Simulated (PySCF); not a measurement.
# [Er(H2S)2]3+: other functionals and bases at one geometry

Aim: see how levels, charges and forces of [Er(H2S)2]3+ depend on the level of theory. The species was built from a template and needn't be a known compound.

Program: PySCF 2.14.0. Level of theory: several levels, as the steps say, no spin–orbit coupling. These are calculated values, not measurements.

5 further runs of the same task are left out: 2 for a known fault of the program, 2 that didn't finish, 1 set aside as unsound or not needed.

### 1 The system as given

7 atoms, charge 3, spin multiplicity 1.

Bond lengths: Er1–S2 2.752 Å, Er1–S5 2.752 Å, S2–H3 1.375 Å, S2–H4 1.374 Å, S5–H6 1.375 Å, S5–H7 1.374 Å. Angles: S2–Er1–S5 95.4°, Er1–S2–H3 109.2°, Er1–S2–H4 109.0°, H3–S2–H4 97.4°, Er1–S5–H6 109.2°, Er1–S5–H7 109.0°, H6–S5–H7 97.4°.

As a file:

```xyz
7
ErH4S2
Er    1.4298    0.0000    0.0000
S    -0.4219    0.2140    2.0245
H     0.2221    0.1336    3.2366
H    -0.8245    1.5237    2.1251
S    -0.4219   -0.2140   -2.0245
H     0.2221   -0.1336   -3.2366
H    -0.8245   -1.5237   -2.1251
```

Formal oxidation states: Er +3. Each metal's 11 4f electrons lie in its core potential, so multiplicities, spins and levels count the valence alone. An earlier session relaxed this geometry at r2SCAN, Er lcecp-1-SVP with ECP57, S def2-SVP, H def2-SVP (singlet, point group C2).

At r2SCAN on the finer grid: E = -835.501649 Eh, HOMO -22.07 eV, LUMO -18.68 eV, Mulliken charge on Er1 +1.91 e, largest force component 0.007 eV/Å. 

Levels to run: HF; PBE; BLYP; PBE0; r2SCAN, TZVP. Hardware: 2 threads of Arm Neoverse V1, shared host.

### 2 HF

Input file run.py (the lines that set the calculation):

```python
mol = gto.M(atom='''
Er     1.42983     0.00000     0.00000
S     -0.42187     0.21401     2.02447
H      0.22211     0.13355     3.23659
H     -0.82453     1.52372     2.12514
S     -0.42187    -0.21401    -2.02447
H      0.22211    -0.13355    -3.23659
H     -0.82453    -1.52372    -2.12514''',
    basis={'Er': 'lcecp-1-SVP', 'S': 'def2-SVP', 'H': 'def2-SVP'},
    ecp={'Er': 'lcecp-1-SVP'},
    charge=3, spin=0)
mf = scf.RHF(mol)
mf = mf.density_fit()  # fitting sets: Er AutoAux, S def2-universal-JKFIT, H def2-universal-JKFIT
mf.conv_tol = 1e-08; mf.max_cycle = 55
mf.kernel(dm0)  # dm0: the density of the relaxed state
```

Run with:

```console
OMP_NUM_THREADS=2 python run.py
```

The program printed:

```text
init E= -833.783359242361
  HOMO = -0.932378865022516  LUMO = -0.527856123570693  gap/eV = 11.00762
cycle= 1 E= -833.805011859381  delta_E= -0.0217  |g|= 0.055  |ddm|= 0.381
  HOMO = -0.936566965920727  LUMO = -0.550326848621217  gap/eV = 10.51013
cycle= 2 E= -833.806488319418  delta_E= -0.00148  |g|= 0.0157  |ddm|= 0.107
  HOMO = -0.93959542826086  LUMO = -0.548160394247403  gap/eV = 10.65149
cycle= 3 E= -833.806685159352  delta_E= -0.000197  |g|= 0.00618  |ddm|= 0.0336
  HOMO = -0.939181866626348  LUMO = -0.549638588056494  gap/eV = 10.60001
cycle= 4 E= -833.806716059666  delta_E= -3.09e-05  |g|= 0.00145  |ddm|= 0.0191
  HOMO = -0.939427220606226  LUMO = -0.54962932531727  gap/eV = 10.60694
cycle= 5 E= -833.806719136415  delta_E= -3.08e-06  |g|= 0.000387  |ddm|= 0.00655
  HOMO = -0.939402531968055  LUMO = -0.549555929451265  gap/eV = 10.60827
cycle= 6 E= -833.80671936298  delta_E= -2.27e-07  |g|= 0.000102  |ddm|= 0.00174
  HOMO = -0.939419712768515  LUMO = -0.549563318466956  gap/eV = 10.60853
cycle= 7 E= -833.806719376438  delta_E= -1.35e-08  |g|= 2.9e-05  |ddm|= 0.000364
  HOMO = -0.939415944209084  LUMO = -0.549565321832723  gap/eV = 10.60838
cycle= 8 E= -833.806719377346  delta_E= -9.08e-10  |g|= 6.17e-06  |ddm|= 9.38e-05
  HOMO = -0.939416415678898  LUMO = -0.549565286243682  gap/eV = 10.60839
Extra cycle  E= -833.806719377388  delta_E= -4.18e-11  |g|= 2.85e-06  |ddm|= 1.76e-05
converged SCF energy = -833.806719377388
```

Wall time 1.8 s (2 threads of Arm Neoverse V1, shared host).

It gives: E = -833.806719 Eh, HOMO -25.56 eV, LUMO -14.95 eV, Mulliken charge on Er1 +2.12 e, largest force component 0.902 eV/Å. 

### 3 PBE

run.py (the lines that set the calculation), as its differences from that of step 2:

```diff
@@ -11,3 +11,4 @@
     charge=3, spin=0)
-mf = scf.RHF(mol)
+mf = dft.RKS(mol, xc='PBE')
+mf.grids.atom_grid = (75, 302)  # f atoms: unpruned, at least (60, 302)
 mf = mf.density_fit()  # fitting sets: Er AutoAux, S def2-universal-JKFIT, H def2-universal-JKFIT
```

Run with:

```console
OMP_NUM_THREADS=2 python run.py
```

The program printed:

```text
init E= -835.190524358989
  HOMO = -0.801637804350699  LUMO = -0.707994550939265  gap/eV = 2.54816
cycle= 1 E= -835.191500103785  delta_E= -0.000976  |g|= 0.0484  |ddm|= 0.298
  HOMO = -0.809003912446495  LUMO = -0.688736596637675  gap/eV = 3.27264
cycle= 2 E= -835.187257246447  delta_E= 0.00424  |g|= 0.107  |ddm|= 0.308
  HOMO = -0.803114918093262  LUMO = -0.700086354123072  gap/eV = 2.80355
cycle= 3 E= -835.192735196236  delta_E= -0.00548  |g|= 0.00571  |ddm|= 0.198
  HOMO = -0.803554326905261  LUMO = -0.701496611849323  gap/eV = 2.77713
cycle= 4 E= -835.192753645429  delta_E= -1.84e-05  |g|= 0.00114  |ddm|= 0.0138
  HOMO = -0.80341964168719  LUMO = -0.701405520398512  gap/eV = 2.77595
cycle= 5 E= -835.192753981176  delta_E= -3.36e-07  |g|= 0.000505  |ddm|= 0.0018
  HOMO = -0.803452476831871  LUMO = -0.701423183284801  gap/eV = 2.77636
cycle= 6 E= -835.192754063202  delta_E= -8.2e-08  |g|= 6.01e-05  |ddm|= 0.00055
  HOMO = -0.80345384523223  LUMO = -0.701417182443734  gap/eV = 2.77656
cycle= 7 E= -835.192754064848  delta_E= -1.65e-09  |g|= 1.39e-05  |ddm|= 0.000106
  HOMO = -0.803455261145183  LUMO = -0.701415207295814  gap/eV = 2.77665
Extra cycle  E= -835.19275406475  delta_E= 9.82e-11  |g|= 2.01e-05  |ddm|= 4.91e-05
converged SCF energy = -835.19275406475
```

It took 4.5 s on 2 threads of Arm Neoverse V1, shared host.

Result: E = -835.192754 Eh, HOMO -21.86 eV, LUMO -19.09 eV, Mulliken charge on Er1 +1.80 e, largest force component 0.267 eV/Å. 

### 4 BLYP

run.py (the lines that set the calculation), as its differences from that of step 3:

```diff
@@ -11,3 +11,3 @@
     charge=3, spin=0)
-mf = dft.RKS(mol, xc='PBE')
+mf = dft.RKS(mol, xc='BLYP')
 mf.grids.atom_grid = (75, 302)  # f atoms: unpruned, at least (60, 302)
```

Run with:

```console
OMP_NUM_THREADS=2 python run.py
```

The program printed:

```text
init E= -835.496735154391
  HOMO = -0.793289987857053  LUMO = -0.706099592233535  gap/eV = 2.37257
cycle= 1 E= -835.499486355578  delta_E= -0.00275  |g|= 0.0504  |ddm|= 0.411
  HOMO = -0.803218899710698  LUMO = -0.68837988488753  gap/eV = 3.12493
cycle= 2 E= -835.494774586202  delta_E= 0.00471  |g|= 0.114  |ddm|= 0.323
  HOMO = -0.796372746976093  LUMO = -0.6991887588747  gap/eV = 2.64451
cycle= 3 E= -835.500793402143  delta_E= -0.00602  |g|= 0.00624  |ddm|= 0.209
  HOMO = -0.796453382294782  LUMO = -0.700203069679584  gap/eV = 2.61910
cycle= 4 E= -835.500812331185  delta_E= -1.89e-05  |g|= 0.000927  |ddm|= 0.0128
  HOMO = -0.796445549482874  LUMO = -0.700307694663764  gap/eV = 2.61604
cycle= 5 E= -835.500812574394  delta_E= -2.43e-07  |g|= 0.000343  |ddm|= 0.00187
  HOMO = -0.79642860202752  LUMO = -0.700261709783869  gap/eV = 2.61683
cycle= 6 E= -835.500812625766  delta_E= -5.14e-08  |g|= 6.53e-05  |ddm|= 0.000591
  HOMO = -0.796433853813374  LUMO = -0.700262374255914  gap/eV = 2.61696
cycle= 7 E= -835.500812627327  delta_E= -1.56e-09  |g|= 1.03e-05  |ddm|= 8.75e-05
  HOMO = -0.796433867994199  LUMO = -0.70026039143675  gap/eV = 2.61701
Extra cycle  E= -835.500812627272  delta_E= 5.43e-11  |g|= 1.4e-05  |ddm|= 3.64e-05
converged SCF energy = -835.500812627272
```

Wall time 4.5 s (2 threads of Arm Neoverse V1, shared host).

Result: E = -835.500813 Eh, HOMO -21.67 eV, LUMO -19.06 eV, Mulliken charge on Er1 +1.77 e, largest force component 0.299 eV/Å. 

### 5 PBE0

run.py (the lines that set the calculation), as its differences from that of step 4:

```diff
@@ -11,3 +11,3 @@
     charge=3, spin=0)
-mf = dft.RKS(mol, xc='BLYP')
+mf = dft.RKS(mol, xc='PBE0')
 mf.grids.atom_grid = (75, 302)  # f atoms: unpruned, at least (60, 302)
```

Run with:

```console
OMP_NUM_THREADS=2 python run.py
```

The program printed:

```text
init E= -835.248664268034
  HOMO = -0.845702728980452  LUMO = -0.664692356170033  gap/eV = 4.92554
cycle= 1 E= -835.24944807189  delta_E= -0.000784  |g|= 0.0157  |ddm|= 0.118
  HOMO = -0.843263953087917  LUMO = -0.670030790589806  gap/eV = 4.71391
cycle= 2 E= -835.249401433096  delta_E= 4.66e-05  |g|= 0.0196  |ddm|= 0.0716
  HOMO = -0.845133982503291  LUMO = -0.667317027189  gap/eV = 4.83865
cycle= 3 E= -835.249554288178  delta_E= -0.000153  |g|= 0.00117  |ddm|= 0.0351
  HOMO = -0.845077925742256  LUMO = -0.66738569588837  gap/eV = 4.83525
cycle= 4 E= -835.249555009733  delta_E= -7.22e-07  |g|= 0.000302  |ddm|= 0.00341
  HOMO = -0.845080748539122  LUMO = -0.667404703850523  gap/eV = 4.83481
cycle= 5 E= -835.249555067683  delta_E= -5.8e-08  |g|= 6.94e-05  |ddm|= 0.00111
  HOMO = -0.845087305379505  LUMO = -0.667418981743929  gap/eV = 4.83460
cycle= 6 E= -835.249555070239  delta_E= -2.56e-09  |g|= 1.27e-05  |ddm|= 0.000214
  HOMO = -0.845085619656517  LUMO = -0.667415986245389  gap/eV = 4.83464
Extra cycle  E= -835.249555070326  delta_E= -8.64e-11  |g|= 7.72e-06  |ddm|= 3.76e-05
converged SCF energy = -835.249555070326
```

Run time: 3.9 s. Hardware: 2 threads of Arm Neoverse V1, shared host.

Result: E = -835.249555 Eh, HOMO -23.00 eV, LUMO -18.16 eV, Mulliken charge on Er1 +1.90 e, largest force component 0.058 eV/Å. 

### 6 r2SCAN, TZVP

Basis: Er lcecp-1-TZVP with ECP57, S def2-TZVP, H def2-TZVP. 

Input file run.py (the lines that set the calculation):

```python
mol = gto.M(atom='''
Er     1.42983     0.00000     0.00000
S     -0.42187     0.21401     2.02447
H      0.22211     0.13355     3.23659
H     -0.82453     1.52372     2.12514
S     -0.42187    -0.21401    -2.02447
H      0.22211    -0.13355    -3.23659
H     -0.82453    -1.52372    -2.12514''',
    basis={'Er': 'lcecp-1-TZVP', 'S': 'def2-TZVP', 'H': 'def2-TZVP'},
    ecp={'Er': 'lcecp-1-TZVP'},
    charge=3, spin=0)
mf = dft.RKS(mol, xc='R2SCAN')
mf.grids.atom_grid = (75, 302)  # f atoms: unpruned, at least (60, 302)
mf = mf.density_fit()  # fitting sets: Er AutoAux, S def2-universal-JKFIT, H def2-universal-JKFIT
mf.conv_tol = 1e-08; mf.max_cycle = 55
mf.kernel(dm0)  # dm0: free metal ions and neutral atoms
```

Run with:

```console
OMP_NUM_THREADS=2 python run.py
```

The program printed:

```text
init E= -809.269042073949
  HOMO = -1.17635089527115  LUMO = -0.792183036046463  gap/eV = 10.45374
cycle= 1 E= -834.128364028919  delta_E= -24.9  |g|= 3.68  |ddm|= 3.04
  HOMO = -0.740992082465906  LUMO = -0.733174301625419  gap/eV = 0.21273
cycle= 2 E= -823.09737772268  delta_E=   11  |g|= 5.73  |ddm|= 5.11
  HOMO = -0.826827529174302  LUMO = -0.600284196908041  gap/eV = 6.16456
cycle= 3 E= -835.138969689626  delta_E=  -12  |g|= 1.36  |ddm|= 4.41
  HOMO = -0.795949508586079  LUMO = -0.728385487093193  gap/eV = 1.83851
cycle= 4 E= -835.605916257353  delta_E= -0.467  |g|=  0.7  |ddm|= 2.32
  HOMO = -0.800839695531827  LUMO = -0.659035615174175  gap/eV = 3.85869
cycle= 5 E= -835.760450384938  delta_E= -0.155  |g|= 0.245  |ddm|= 0.836
  HOMO = -0.807350957010136  LUMO = -0.683691182047216  gap/eV = 3.36495
cycle= 6 E= -835.780336339857  delta_E= -0.0199  |g|= 0.051  |ddm|= 0.249
  HOMO = -0.806116146142128  LUMO = -0.680970387425394  gap/eV = 3.40539
cycle= 7 E= -835.780984309184  delta_E= -0.000648  |g|= 0.0149  |ddm|= 0.0448
  HOMO = -0.80700666686659  LUMO = -0.680982750187341  gap/eV = 3.42929
cycle= 8 E= -835.781048697041  delta_E= -6.44e-05  |g|= 0.00385  |ddm|= 0.0141
  HOMO = -0.80697657797894  LUMO = -0.680991158363891  gap/eV = 3.42824
cycle= 9 E= -835.781053545525  delta_E= -4.85e-06  |g|= 0.000727  |ddm|= 0.00313
  HOMO = -0.806960071601856  LUMO = -0.681018766911998  gap/eV = 3.42704
cycle= 10 E= -835.781053728398  delta_E= -1.83e-07  |g|= 0.000112  |ddm|= 0.000665
  HOMO = -0.806963652507108  LUMO = -0.681029142568531  gap/eV = 3.42685
cycle= 11 E= -835.78105373259  delta_E= -4.19e-09  |g|= 3.39e-05  |ddm|= 0.000117
  HOMO = -0.806961831289933  LUMO = -0.681030503999393  gap/eV = 3.42677
Extra cycle  E= -835.7810537325  delta_E= 8.91e-11  |g|= 3.75e-05  |ddm|= 5.54e-05
converged SCF energy = -835.7810537325
```

It took 18 s on 2 threads of Arm Neoverse V1, shared host.

Result: E = -835.781054 Eh, HOMO -21.96 eV, LUMO -18.53 eV, Mulliken charge on Er1 +2.02 e, largest force component 0.228 eV/Å. 

### 7 All levels side by side

| level | state | HOMO (eV) | gap (eV) | charge on Er1 (e) | dipole (D) | largest force (eV/Å) | basis functions | time |
| --- | --- | --- | --- | --- | --- | --- | --- | --- |
| r2SCAN (relaxed here) | singlet | -22.07 | 3.39 | 1.91 | 0.29 | 0.01 | 89 | 22 s |
| HF | singlet | -25.56 | 10.61 | 2.12 | 1.04 | 0.90 | 89 | 1.8 s |
| PBE | singlet | -21.86 | 2.78 | 1.80 | 0.90 | 0.27 | 89 | 4.5 s |
| BLYP | singlet | -21.67 | 2.62 | 1.77 | 0.99 | 0.30 | 89 | 4.5 s |
| PBE0 | singlet | -23.00 | 4.83 | 1.90 | 0.27 | 0.06 | 89 | 3.9 s |
| r2SCAN, TZVP | singlet | -21.96 | 3.43 | 2.02 | 0.78 | 0.23 | 145 | 18 s |

Times are on 2 threads of Arm Neoverse V1, shared host; the first row also made further properties. The dipole of a charged species depends on the origin, so these sizes hold for this origin alone.

In one basis the HOMO–LUMO gap runs from 2.62 eV (BLYP) to 10.61 eV (HF). The largest leftover force, 0.90 eV/Å with HF, stands at a geometry relaxed at another level. The Mulliken charge on Er spans +1.77 to +2.12 e over the levels. With 4f in the core, its levels are missing from HOMO and gap. Total energies of different levels can't be compared. Spin–orbit coupling is left out throughout.
